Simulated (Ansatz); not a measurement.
**B: biaxial against axial strain**

This session takes B and sets out to strain the cell in the xy plane and along z independently.

Method: DFT LDA, scalar-relativistic, plane waves, PAW, in Ansatz 0.2.0.

## (1) The starting structure

The structure is hexagonal, space group P6/mmm (No. 191). Conventional cell: a = 1.702 Å, b = 1.702 Å, c = 3.635 Å, α = 90.00°, β = 90.00°, γ = 120.00°. B (site symmetry 6/mmm) is surrounded by 6 B at 1.70 Å.

Structure file:

```
B
1.0
     1.70243    0.00000    0.00000
    -0.85122    1.47435    0.00000
     0.00000    0.00000    3.63542
B
1
Direct
  0.00000 0.00000 0.00000
```

It goes back to an entry of the Materials Project, which need not be the stable form.

No relaxation comes first: the listed cell is the starting point.

## (2) Zero of energy

The reference gives a free energy of -149.0519 eV, pressure -3.02 GPa, largest force 0.000 eV/Å and gap on the mesh none (metal). It was computed beforehand with the settings of the runs below.

## (3) Next: biaxial against axial strain

The cell is strained by p along both x and y and by q along z, with fractional coordinates fixed.

## (4) p = -0.050, q = -0.050

Contents of input.yaml:

```yaml
crystal:
  lattice:
    - [1.617311897, 0.0, 0.0]
    - [-0.8086559485, 1.4006331887, 0.0]
    - [0.0, 0.0, 3.4536517075]
  atoms:
    - { symbol: B, position: [0.0, 0.0, 0.0] }
basis:
  ecutwfc: 420
kpoints:
  mp_grid: { grid: [33, 33, 14] }
hamiltonian:
  xc: lda
scf:
  occupations: { method: gaussian, width: 0.15 }
output:
  forces: true
  stress: true
  eigenvalues: true
```

Standard output, cut to the lines that bear on the results:

```text
Warning: RAYON_NUM_THREADS=1 ignored (pool sized by the plan → 1); use --threads N
[...]
Pseudopotentials: kind: paw
Pseudopotential: B, paw, valence charge 3, recommended cutoff 420 eV (normal), B.paw.azcp
Functional definition: SPW92
[...]
Crystal: 1 atoms, lattice volume = 7.823 Å³
Basis set: ecut = 420 eV, 149 PW (Γ)
Bands: 6, of which v1, the nominal top of the filled ones, is band 2 counted from 1 (1 counted from 0)
Symmetry: 24 space group operations
Space group: P6/mmm (ITA 191), of the structure as read, at distance tolerance 2.0e-5 Å
k-points: 864 of 15246
[...]
SCF iter   1: F=—  HF=-148.967645 eV  |F-HF|=—  |Δ(HF+E_count)|=         —  Δρ=2.02e-2  dr2=5.43e-2  ethr=1.77e-3  ⟨swp⟩=5.1  Hψ=43008  notcnv=0
[...]
SCF iter   6: F=-148.943616 eV  HF=-148.943616 eV  |F-HF|=4.46e-10  |Δ(HF+E_count)|=   1.69e-8  Δρ=3.04e-6  dr2=6.89e-10  ethr=2.02e-9  ⟨swp⟩=4.3  Hψ=26769  notcnv=0
[...]
SCF converged after 6 iterations
Free energy (F): -148.943616 eV
[...]
E sigma→0 (E₀):  -148.942396 eV
Entropy (-TS):   -0.002440 eV (-2.440 meV/atom)
Fermi energy:    9.404215 eV
[...]
--- Forces (eV/Å), atoms counted from 1 ---
  atom   1  B      0.00000000     0.00000000     0.00000000
[...]
--- Stress (GPa, compression-positive) ---
       50.755971      -0.000000       0.000000
       -0.000000      50.755971       0.000000
        0.000000       0.000000      -0.583730
  P = ⅓ Tr σ = 33.6427 GPa (336.427 kbar)
--- Band table (eV; the first three rows and the last of 864) ---
  k-point 0: bands = ["-8.9259", "1.6732", "11.2495", "37.5801", "37.5801", "37.8185"]
[...]
```

It took 4.1 s on 1 thread of an Arm CPU, shared host; peak memory 0.31 GiB.

## (5) p = -0.050, q = 0.000

Edit input.yaml of step 4 so:

```diff
@@ -4,3 +4,3 @@
     - [-0.8086559485, 1.4006331887, 0.0]
-    - [0.0, 0.0, 3.4536517075]
+    - [0.0, 0.0, 3.63542285]
   atoms:
```

Standard output, cut to the lines that bear on the results:

```text
Warning: RAYON_NUM_THREADS=1 ignored (pool sized by the plan → 1); use --threads N
[...]
Pseudopotentials: kind: paw
Pseudopotential: B, paw, valence charge 3, recommended cutoff 420 eV (normal), B.paw.azcp
Functional definition: SPW92
[...]
Crystal: 1 atoms, lattice volume = 8.235 Å³
Basis set: ecut = 420 eV, 175 PW (Γ)
Bands: 6, of which v1, the nominal top of the filled ones, is band 2 counted from 1 (1 counted from 0)
Symmetry: 24 space group operations
Space group: P6/mmm (ITA 191), of the structure as read, at distance tolerance 2.0e-5 Å
k-points: 864 of 15246
[...]
SCF iter   1: F=—  HF=-148.962389 eV  |F-HF|=—  |Δ(HF+E_count)|=         —  Δρ=1.90e-2  dr2=5.11e-2  ethr=1.77e-3  ⟨swp⟩=5.0  Hψ=42771  notcnv=0
[...]
SCF iter   6: F=-148.940267 eV  HF=-148.940267 eV  |F-HF|=3.59e-10  |Δ(HF+E_count)|=   3.00e-8  Δρ=2.63e-6  dr2=5.49e-10  ethr=3.11e-9  ⟨swp⟩=4.4  Hψ=27688  notcnv=0
[...]
SCF converged after 6 iterations
Free energy (F): -148.940267 eV
[...]
E sigma→0 (E₀):  -148.938994 eV
Entropy (-TS):   -0.002546 eV (-2.546 meV/atom)
Fermi energy:    8.791580 eV
[...]
--- Forces (eV/Å), atoms counted from 1 ---
  atom   1  B     -0.00000000     0.00000000     0.00000000
[...]
--- Stress (GPa, compression-positive) ---
       48.455264      -0.000000       0.000000
        0.000000      48.455264       0.000000
        0.000000       0.000000      -1.796198
  P = ⅓ Tr σ = 31.7048 GPa (317.048 kbar)
--- Band table (eV; the first three rows and the last of 864) ---
  k-point 0: bands = ["-9.4845", "0.7384", "10.2661", "33.8574", "36.9457", "36.9457"]
[...]
```

It took 4.2 s on 1 thread of an Arm CPU, shared host; peak memory 0.32 GiB.

## (6) At p = -0.050, q = 0.050

Edit input.yaml of step 5 so:

```diff
@@ -4,3 +4,3 @@
     - [-0.8086559485, 1.4006331887, 0.0]
-    - [0.0, 0.0, 3.63542285]
+    - [0.0, 0.0, 3.8171939925]
   atoms:
```

Standard output, cut to the lines that bear on the results:

```text
[...]
SCF converged after 6 iterations
Free energy (F): -148.935033 eV
[...]
E sigma→0 (E₀):  -148.933906 eV
Entropy (-TS):   -0.002255 eV (-2.255 meV/atom)
Fermi energy:    8.205507 eV
[...]
--- Forces (eV/Å), atoms counted from 1 ---
  atom   1  B      0.00000000     0.00000000     0.00000000
[...]
--- Stress (GPa, compression-positive) ---
       46.133121       0.000000       0.000000
        0.000000      46.133121       0.000000
        0.000000       0.000000      -2.197973
  P = ⅓ Tr σ = 30.0228 GPa (300.228 kbar)
--- Band table (eV; the first three rows and the last of 864) ---
  k-point 0: bands = ["-10.0129", "-0.0650", "9.4470", "30.4465", "36.1063", "36.3644"]
[...]
```

It took 4.1 s on 1 thread of an Arm CPU, shared host; peak memory 0.32 GiB.

## (7) Point p = 0.000, q = -0.050

Edit input.yaml of step 6 so:

```diff
@@ -2,5 +2,5 @@
   lattice:
-    - [1.617311897, 0.0, 0.0]
-    - [-0.8086559485, 1.4006331887, 0.0]
-    - [0.0, 0.0, 3.8171939925]
+    - [1.7024335758, 0.0, 0.0]
+    - [-0.8512167879, 1.4743507249, 0.0]
+    - [0.0, 0.0, 3.4536517075]
   atoms:
```

Standard output, cut to the lines that bear on the results:

```text
Warning: RAYON_NUM_THREADS=1 ignored (pool sized by the plan → 1); use --threads N
[...]
Pseudopotentials: kind: paw
Pseudopotential: B, paw, valence charge 3, recommended cutoff 420 eV (normal), B.paw.azcp
Functional definition: SPW92
[...]
Crystal: 1 atoms, lattice volume = 8.669 Å³
Basis set: ecut = 420 eV, 173 PW (Γ)
Bands: 6, of which v1, the nominal top of the filled ones, is band 2 counted from 1 (1 counted from 0)
Symmetry: 24 space group operations
Space group: P6/mmm (ITA 191), of the structure as read, at distance tolerance 2.1e-5 Å
k-points: 864 of 15246
[...]
SCF iter   1: F=—  HF=-149.074091 eV  |F-HF|=—  |Δ(HF+E_count)|=         —  Δρ=1.94e-2  dr2=5.19e-2  ethr=1.77e-3  ⟨swp⟩=5.2  Hψ=42347  notcnv=0
[...]
SCF iter   6: F=-149.053834 eV  HF=-149.053834 eV  |F-HF|=1.36e-12  |Δ(HF+E_count)|=  2.90e-10  Δρ=3.28e-7  dr2=2.75e-12  ethr=3.94e-11  ⟨swp⟩=3.3  Hψ=25721  notcnv=0
the search or the solves at the SCF's close seem to have found levels that the self-consistency loop had missed (the run counts 1). By its estimate they hold under 1e-12 electrons; where the run keeps them, the occupations were computed again with them
[...]
SCF converged after 6 iterations
Free energy (F): -149.053834 eV
[...]
E sigma→0 (E₀):  -149.052114 eV
Entropy (-TS):   -0.003439 eV (-3.439 meV/atom)
Fermi energy:    8.244223 eV
[...]
--- Forces (eV/Å), atoms counted from 1 ---
  atom   1  B     -0.00000000     0.00000000     0.00000000
[...]
--- Stress (GPa, compression-positive) ---
       -4.236740       0.000000       0.000000
        0.000000      -4.236740       0.000000
        0.000000       0.000000      -0.030105
  P = ⅓ Tr σ = -2.8345 GPa (-28.345 kbar)
--- Band table (eV; the first three rows and the last of 864) ---
  k-point 0: bands = ["-8.9418", "1.7848", "10.7130", "32.6919", "32.6919", "37.2287"]
[...]
```

It took 5.9 s on 1 thread of an Arm CPU, shared host; peak memory 0.32 GiB.

## (8) At p = 0.000, q = 0.050

Edit input.yaml of step 7 so:

```diff
@@ -4,3 +4,3 @@
     - [-0.8512167879, 1.4743507249, 0.0]
-    - [0.0, 0.0, 3.4536517075]
+    - [0.0, 0.0, 3.8171939925]
   atoms:
```

Standard output, cut to the lines that bear on the results:

```text
[...]
SCF converged after 6 iterations
Free energy (F): -149.046993 eV
[...]
E sigma→0 (E₀):  -149.045475 eV
Entropy (-TS):   -0.003036 eV (-3.036 meV/atom)
Fermi energy:    7.104045 eV
[...]
--- Forces (eV/Å), atoms counted from 1 ---
  atom   1  B      0.00000000     0.00000000     0.00000000
[...]
--- Stress (GPa, compression-positive) ---
       -3.581293       0.000000       0.000000
       -0.000000      -3.581293       0.000000
        0.000000       0.000000      -2.021571
  P = ⅓ Tr σ = -3.0614 GPa (-30.614 kbar)
--- Band table (eV; the first three rows and the last of 864) ---
  k-point 0: bands = ["-9.9529", "0.0769", "8.9287", "30.0496", "31.5445", "31.5445"]
[...]
```

Run time: 4.3 s. Hardware: 1 thread of an Arm CPU, shared host; peak memory 0.32 GiB.

## (9) p = 0.050, q = -0.050

Edit input.yaml of step 8 so:

```diff
@@ -2,5 +2,5 @@
   lattice:
-    - [1.7024335758, 0.0, 0.0]
-    - [-0.8512167879, 1.4743507249, 0.0]
-    - [0.0, 0.0, 3.8171939925]
+    - [1.7875552546, 0.0, 0.0]
+    - [-0.8937776273, 1.5480682611, 0.0]
+    - [0.0, 0.0, 3.4536517075]
   atoms:
```

Standard output, cut to the lines that bear on the results:

```text
Warning: RAYON_NUM_THREADS=1 ignored (pool sized by the plan → 1); use --threads N
[...]
Pseudopotentials: kind: paw
Pseudopotential: B, paw, valence charge 3, recommended cutoff 420 eV (normal), B.paw.azcp
Functional definition: SPW92
[...]
Crystal: 1 atoms, lattice volume = 9.557 Å³
Basis set: ecut = 420 eV, 173 PW (Γ)
Bands: 6, of which v1, the nominal top of the filled ones, is band 2 counted from 1 (1 counted from 0)
Symmetry: 24 space group operations
Space group: P6/mmm (ITA 191), of the structure as read, at distance tolerance 2.1e-5 Å
k-points: 864 of 15246
[...]
SCF iter   1: F=—  HF=-148.939781 eV  |F-HF|=—  |Δ(HF+E_count)|=         —  Δρ=1.39e-2  dr2=3.13e-2  ethr=1.77e-3  ⟨swp⟩=5.0  Hψ=42089  notcnv=0
[...]
SCF iter   6: F=-148.928367 eV  HF=-148.928367 eV  |F-HF|=1.06e-11  |Δ(HF+E_count)|=   2.73e-9  Δρ=7.80e-7  dr2=1.79e-11  ethr=2.85e-10  ⟨swp⟩=3.3  Hψ=24718  notcnv=0
[...]
SCF converged after 6 iterations
Free energy (F): -148.928367 eV
[...]
E sigma→0 (E₀):  -148.926301 eV
Entropy (-TS):   -0.004131 eV (-4.131 meV/atom)
Fermi energy:    7.202699 eV
[...]
--- Forces (eV/Å), atoms counted from 1 ---
  atom   1  B     -0.00000000     0.00000000     0.00000000
[...]
--- Stress (GPa, compression-positive) ---
      -37.859940       0.000000       0.000000
        0.000000     -37.859940       0.000000
        0.000000       0.000000      -0.102143
  P = ⅓ Tr σ = -25.2740 GPa (-252.740 kbar)
--- Band table (eV; the first three rows and the last of 864) ---
  k-point 0: bands = ["-8.8935", "1.8663", "10.2531", "28.5366", "28.5366", "36.4887"]
[...]
```

Wall time 4.1 s (1 thread of an Arm CPU, shared host); peak memory 0.32 GiB.

## (10) Point p = 0.050, q = 0.000

Edit input.yaml of step 9 so:

```diff
@@ -4,3 +4,3 @@
     - [-0.8937776273, 1.5480682611, 0.0]
-    - [0.0, 0.0, 3.4536517075]
+    - [0.0, 0.0, 3.63542285]
   atoms:
```

Standard output, cut to the lines that bear on the results:

```text
Warning: RAYON_NUM_THREADS=1 ignored (pool sized by the plan → 1); use --threads N
[...]
Pseudopotentials: kind: paw
Pseudopotential: B, paw, valence charge 3, recommended cutoff 420 eV (normal), B.paw.azcp
Functional definition: SPW92
[...]
Crystal: 1 atoms, lattice volume = 10.060 Å³
Basis set: ecut = 420 eV, 175 PW (Γ)
Bands: 6, of which v1, the nominal top of the filled ones, is band 2 counted from 1 (1 counted from 0)
Symmetry: 24 space group operations
Space group: P6/mmm (ITA 191), of the structure as read, at distance tolerance 2.2e-5 Å
k-points: 864 of 15246
[...]
SCF iter   1: F=—  HF=-148.938311 eV  |F-HF|=—  |Δ(HF+E_count)|=         —  Δρ=1.43e-2  dr2=3.48e-2  ethr=1.77e-3  ⟨swp⟩=5.0  Hψ=41920  notcnv=0
[...]
SCF iter   6: F=-148.925925 eV  HF=-148.925925 eV  |F-HF|=1.87e-11  |Δ(HF+E_count)|=   4.15e-9  Δρ=9.15e-7  dr2=2.53e-11  ethr=3.91e-10  ⟨swp⟩=3.3  Hψ=24687  notcnv=0
the search or the solves at the SCF's close seem to have found levels that the self-consistency loop had missed (the run counts 1). By its estimate they hold under 1e-12 electrons; where the run keeps them, the occupations were computed again with them
[...]
SCF converged after 6 iterations
Free energy (F): -148.925925 eV
[...]
E sigma→0 (E₀):  -148.923753 eV
Entropy (-TS):   -0.004344 eV (-4.344 meV/atom)
Fermi energy:    6.644378 eV
[...]
--- Forces (eV/Å), atoms counted from 1 ---
  atom   1  B      0.00000000     0.00000000     0.00000000
[...]
--- Stress (GPa, compression-positive) ---
      -36.019190       0.000000       0.000000
        0.000000     -36.019190       0.000000
        0.000000       0.000000      -1.250901
  P = ⅓ Tr σ = -24.4298 GPa (-244.298 kbar)
--- Band table (eV; the first three rows and the last of 864) ---
  k-point 0: bands = ["-9.3748", "0.9622", "9.2840", "27.9703", "27.9703", "32.8170"]
[...]
```

It took 6.3 s on 1 thread of an Arm CPU, shared host; peak memory 0.33 GiB.

## (11) Point p = 0.050, q = 0.050

Edit input.yaml of step 10 so:

```diff
@@ -4,3 +4,3 @@
     - [-0.8937776273, 1.5480682611, 0.0]
-    - [0.0, 0.0, 3.63542285]
+    - [0.0, 0.0, 3.8171939925]
   atoms:
```

Standard output, cut to the lines that bear on the results:

```text
[...]
SCF converged after 6 iterations
Free energy (F): -148.921189 eV
[...]
E sigma→0 (E₀):  -148.919107 eV
Entropy (-TS):   -0.004164 eV (-4.164 meV/atom)
Fermi energy:    6.115696 eV
[...]
--- Forces (eV/Å), atoms counted from 1 ---
  atom   1  B     -0.00000000    -0.00000000     0.00000000
[...]
--- Stress (GPa, compression-positive) ---
      -34.517196      -0.000000       0.000000
        0.000000     -34.517196       0.000000
        0.000000       0.000000      -1.724390
  P = ⅓ Tr σ = -23.5863 GPa (-235.863 kbar)
--- Band table (eV; the first three rows and the last of 864) ---
  k-point 0: bands = ["-9.8360", "0.1865", "8.4812", "27.4470", "27.4470", "29.5883"]
[...]
```

Run time: 4.4 s. Hardware: 1 thread of an Arm CPU, shared host; peak memory 0.33 GiB.

## (12) The scan collected

Energy above the undisturbed cell in meV/atom; points alike by symmetry are filled in, and a dash was not computed:

| p \ q | -0.050 | -0.025 | 0.000 | 0.025 | 0.050 |
| --- | --- | --- | --- | --- | --- |
| -0.050 | 108.3 | – | 111.6 | – | 116.8 |
| -0.025 | – | – | – | – | – |
| 0.000 | -2.0 | – | 0.0 | – | 4.9 |
| 0.025 | – | – | – | – | – |
| 0.050 | 123.5 | – | 125.9 | – | 130.7 |

Pressure in GPa:

```
 p \ q  -0.050  -0.025  0.000  0.025  0.050
-0.050    33.6       –   31.7      –   30.0
-0.025       –       –      –      –      –
 0.000    -2.8       –   -3.0      –   -3.1
 0.025       –       –      –      –      –
 0.050   -25.3       –  -24.4      –  -23.6
```

## (13) What came out

```
                         quantity                                      value
                    highest point  130.7 meV/atom at (p, q) = (0.050, 0.050)
lowest point away from the origin           -2.0 meV/atom at (0.000, -0.050)
```

**Reading.** Of the points run, the lowest is (0.000, -0.050), 2.0 meV/atom below the undisturbed cell, which was taken as given and not relaxed at this level. At |p| = |q| = 0.050, points where p and q have the same sign cost 119.5 meV/atom on average, those of opposite sign 120.2: the coupling between the plane and z is weak.
